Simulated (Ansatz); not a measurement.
**TiO₂: taking an electron away**

One table from this session's results is given with a row withheld; the runs are named, their logs left out.

The runs use Ansatz 0.2.0, Gaussian basis; unrestricted cation, the program's frozen cores in correlated methods.

Levels to be run: UKS PBE-D4/def2-TZVPP; UKS r2SCAN-D4/def2-TZVPP; UKS PBE0-D4/def2-TZVPP; UKS B3LYP-D4/def2-TZVPP; UKS wB97X-V/def2-TZVPP; UKS wB97M-V/def2-TZVPP; UKS B2PLYP/def2-TZVPP; UHF-CCSD(T)/def2-TZVPP; UHF-MP2/def2-QZVPP; extrapolation to the limit; then −ε(HOMO) from the neutral's earlier runs with LDA (SPW92), PBE-D4, revPBE-D4, BLYP-D4, r2SCAN-D4, B97M-V, PBE0-D4, B3LYP-D4, r2SCANh-D4, r2SCAN0-D4, HSE06-D4, BHLYP-D4, CAM-B3LYP-D4, LC-ωPBE, ωB97X-V, ωB97M-V.

## The geometry

An earlier PBE0-D4 in a triple-zeta def2 set relaxation fixed the geometry.

SMILES `[O]=[Ti]=[O]`, 3 atoms, charge 0, spin multiplicity 1.

Atoms are counted from 1 here; the program's logs count them from 0.

Bond lengths: O1–Ti2 1.628 Å, Ti2–O3 1.628 Å. Angles: O1–Ti2–O3 111.8°.

Geometry (Å):

| atom | x (Å) | y (Å) | z (Å) |
| --- | --- | --- | --- |
| O1 | 0.9210 | 0.9288 | 0.4446 |
| Ti2 | 0.1350 | -0.4920 | 0.3316 |
| O3 | -1.0561 | -0.4368 | -0.7762 |

Set-up of the first run:

in.yaml reads:

```yaml
crystal:
  periodic: [false, false, false]
  atoms:
    - {symbol: O, position_ang: [0.921040, 0.928763, 0.444583]}
    - {symbol: Ti, position_ang: [0.135007, -0.491960, 0.331645]}
    - {symbol: O, position_ang: [-1.056057, -0.436813, -0.776228]}
basis:
  gaussian: {orbitals: def2-TZVPP}
total_charge: 1
magnetization: {spin_polarized: true, initial_magnetization: 1}
hamiltonian: {xc: pbe, dispersion: d4}
```

Steps of the session up to this table: Cation, UKS PBE-D4/def2-TZVPP; Cation, UKS r2SCAN-D4/def2-TZVPP; Cation, UKS PBE0-D4/def2-TZVPP; Cation, UKS B3LYP-D4/def2-TZVPP; Cation, UKS wB97X-V/def2-TZVPP; Cation, UKS wB97M-V/def2-TZVPP; Cation, UKS B2PLYP (frozen core)/def2-TZVPP; Cation, UHF-CCSD(T)/def2-TZVPP; Cation, UHF-MP2/def2-QZVPP.

One of the session's tables, all rows but one given; the rest of the session is left out.

It belongs to the step «Ionisation energies side by side». For comparison, −ε(HOMO) of the neutral from earlier runs:

```
  functional  −ε(HOMO) (eV)
 LDA (SPW92)           6.00
      PBE-D4           5.76
   revPBE-D4           5.67
     BLYP-D4           5.70
   r2SCAN-D4           6.02
      B97M-V              ?
     PBE0-D4           7.28
    B3LYP-D4           7.08
  r2SCANh-D4           6.60
  r2SCAN0-D4           7.49
    HSE06-D4           6.88
    BHLYP-D4           8.81
CAM-B3LYP-D4           8.77
     LC-ωPBE           9.99
     ωB97X-V           9.68
     ωB97M-V           9.66
```

**Question.** Estimate the row for B97M-V.

The run gave: −ε(HOMO) (eV): 6.10. In the column «−ε(HOMO) (eV)» it lies between r2SCAN-D4 (6.02) and r2SCANh-D4 (6.60).
